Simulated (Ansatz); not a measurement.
# CH₃Ga (triplet): the correlation ladder, cc-pVTZ

An exercise on one series of results from a longer session: the logs are not shown, and one member is left open.

Method: cc-pVTZ, core rule «outside noble gas», up to 15 orbitals frozen; program: Ansatz 0.2.0, Gaussian basis.

The runs, in order: UHF; CCSD(T) on ROHF; CCSD(T) on UHF; BCCD(T) on ROHF; CCSDT(Q) on ROHF; CCSDT(Q) on UHF.

3 further runs of the same task are left out: 2 for a known fault of the program, 1 set aside as unsound or not needed.

### What is computed

The geometry is a PBE0/def2-TZVP stationary point (not a proven minimum) of the parent state, kept for this charge and spin. No spin-orbit coupling is included. The filled d shell of Ga may be among the frozen orbitals whatever the setting's name suggests; the logs give the count.

5 atoms, charge 0, spin multiplicity 3.

Atoms are counted from 1 here; the program's logs count them from 0.

Bond lengths: C1–Ga2 2.035 Å, C1–H3 1.097 Å, C1–H4 1.097 Å, C1–H5 1.097 Å. Angles: Ga2–C1–H3 111.3°, Ga2–C1–H4 111.3°, Ga2–C1–H5 111.3°, H3–C1–H4 107.6°, H3–C1–H5 107.6°, H4–C1–H5 107.6°.

Set-up of the first run:

in.yaml

```yaml
crystal:
  periodic: [false, false, false]
  atoms:
    - {symbol: C, position_ang: [-1.659818, -0.017478, -0.000395]}
    - {symbol: Ga, position_ang: [0.375183, 0.003951, 0.000089]}
    - {symbol: H, position_ang: [-2.068843, 0.999956, 0.001262]}
    - {symbol: H, position_ang: [-2.052900, -0.534005, 0.883440]}
    - {symbol: H, position_ang: [-2.052511, -0.530967, -0.886170]}
basis:
  gaussian: {orbitals: cc-pVTZ}
magnetization: {spin_polarized: true, initial_magnetization: 2}
hamiltonian: {xc: hf}
output: {orbitals: {seedname: orbitals}}
```

On the command line:

```console
$ ansatz run in.yaml --threads 1 --pin off --events-out ev --progress --plain --max-ram 2816MiB --backend cpu
```

Among the steps run: UHF; CCSD(T) on ROHF; CCSD(T) on UHF; BCCD(T) on ROHF; CCSDT(Q) on ROHF; CCSDT(Q) on UHF.

One table of the session follows, with a row left open; its other results are not shown here.

It belongs to the step «Misses and costs». 

| method | from UCCSDT(Q) (kcal/mol) |
| --- | --- |
| ROHF | +159.35 |
| UHF | +156.90 |
| RMP2 | +21.31 |
| UMP2 | +21.11 |
| RCCSD | +6.96 |
| UCCSD | +6.40 |
| RCCSD(T) | +1.07 |
| UCCSD(T) | ? |
| BCCD(T) | +1.06 |
| RCCSDT | +0.66 |
| UCCSDT | +0.25 |
| RCCSDT(Q) | +0.40 |
| UCCSDT(Q) | 0 |

**Question.** Estimate the row for UCCSD(T).

As computed: from UCCSDT(Q) (kcal/mol): +0.70. In the column «from UCCSDT(Q) (kcal/mol)» it lies between RCCSDT (+0.66) and BCCD(T) (+1.06).

Caveats from the session: Restricted and unrestricted rows rest on different reference determinants; where their highest levels disagree by more than a few hundredths of an eV, they describe different states and don't form one ladder.
